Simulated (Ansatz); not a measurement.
# F2H4OSi2: the cost of one run

Computed with Ansatz 0.2.0, Gaussian basis. Level: PBE0-D4/def2-TZVP structures, single points in def2-TZVPP, no counterpoise correction.

Levels: SPW92, PBE-D4, BLYP-D4, r2SCAN-D4, B97M-V, PBE0-D4, B3LYP-D4, r2SCAN0-D4, BHLYP-D4, CAM-B3LYP-D4, wB97X-V, wB97M-V, B2PLYP, PBE-QIDH, RPA on PBE, Hartree-Fock, MP2, CCSD, CCSD(T).

Correlated methods freeze the cores. B3LYP uses VWN-RPA correlation. B2PLYP carries no dispersion term here.

116 further runs of the same task are left out: 1 for a known fault of the program, 3 that didn't finish, 112 set aside as unsound or not needed.

## Step 1: Where the work starts

The complex: 15 atoms, charge 0, spin multiplicity 1.

Atoms are counted from 1 here; the program's logs count them from 0.

Bond lengths: Si1–Si2 2.324 Å, Si1–F3 1.608 Å, Si1–F4 1.610 Å, Si1–O5 1.639 Å, Si2–H10 1.490 Å, Si2–H11 1.483 Å, Si2–H12 1.484 Å, O5–H13 0.960 Å, H6–O7 0.977 Å, O7–H14 0.961 Å, H8–O9 0.960 Å, O9–H15 0.965 Å. Angles: Si2–Si1–F3 108.5°, Si2–Si1–F4 113.0°, Si2–Si1–O5 118.4°, F3–Si1–F4 101.3°, F3–Si1–O5 103.5°, F4–Si1–O5 110.3°, Si1–Si2–H10 109.9°, Si1–Si2–H11 109.8°, Si1–Si2–H12 109.6°, H10–Si2–H11 108.6°, H10–Si2–H12 108.4°, H11–Si2–H12 110.6°, Si1–O5–H13 114.4°, H6–O7–H14 106.6°, H8–O9–H15 106.2°.

Geometry (Å):

```mol
F2H8O3Si2
  3D, bonds by distance, orders not assigned

 15 12  0  0  0  0  0  0  0  0999 V2000
   -0.8313   -0.5723   -0.8209 Si  0  0
    1.2297   -0.0416   -1.7534 Si  0  0
   -1.5413   -1.6776   -1.7486 F   0  0
   -0.7055   -1.3662    0.5738 F   0  0
   -1.9603    0.6103   -0.7027 O   0  0
    0.3707    0.9233    1.5182 H   0  0
    0.2729    1.2836    0.6149 O   0  0
    1.1491   -0.5033    3.3277 H   0  0
    0.3347   -0.1779    2.9382 O   0  0
    1.4785   -0.8914   -2.9513 H   0  0
    1.2396    1.3806   -2.1728 H   0  0
    2.3050   -0.3010   -0.7640 H   0  0
   -2.7981    0.4019   -1.1227 H   0  0
   -0.5068    1.8458    0.6256 H   0  0
   -0.0370   -0.9143    2.4379 H   0  0
  1  2  8  0
  1  3  8  0
  1  4  8  0
  1  5  8  0
  2 10  8  0
  2 11  8  0
  2 12  8  0
  5 13  8  0
  6  7  8  0
  7 14  8  0
  8  9  8  0
  9 15  8  0
M  END
```

Its parts: F₂H₄OSi₂ holds atoms 1, 2, 3, 4, 5, 10, 11, 12, 13; H₂O holds atoms 6, 7, 14; H₂O holds atoms 8, 9, 15. Each part counts its atoms afresh in its own runs.

## Step 2: Relaxing F₂H₄OSi₂ alone

Input file relax-a/in.yaml:

```yaml
crystal:
  periodic: [false, false, false]
  atoms:
    - {symbol: Si, position_ang: [-0.831303, -0.572328, -0.820917]}
    - {symbol: Si, position_ang: [1.229713, -0.041610, -1.753405]}
    - {symbol: F, position_ang: [-1.541259, -1.677572, -1.748597]}
    - {symbol: F, position_ang: [-0.705469, -1.366195, 0.573822]}
    - {symbol: O, position_ang: [-1.960300, 0.610309, -0.702704]}
    - {symbol: H, position_ang: [1.478512, -0.891413, -2.951339]}
    - {symbol: H, position_ang: [1.239568, 1.380614, -2.172779]}
    - {symbol: H, position_ang: [2.305034, -0.301031, -0.764017]}
    - {symbol: H, position_ang: [-2.798143, 0.401851, -1.122748]}
basis:
  gaussian: {orbitals: def2-TZVP}
hamiltonian: {xc: pbe0, dispersion: d4}
relax: {f_tol: 0.005, max_steps: 200}
```

Started as:

```console
$ ansatz run in.yaml --threads 5 --pin off --events-out ev --progress --plain --max-ram 66560MiB --backend cuda --devices 0, --max-vram 37GiB
```

**Question.** How long does this run take on 1 × a share of an NVIDIA H100 with 5 threads of AMD EPYC 7R13, shared host?

About 83 s.
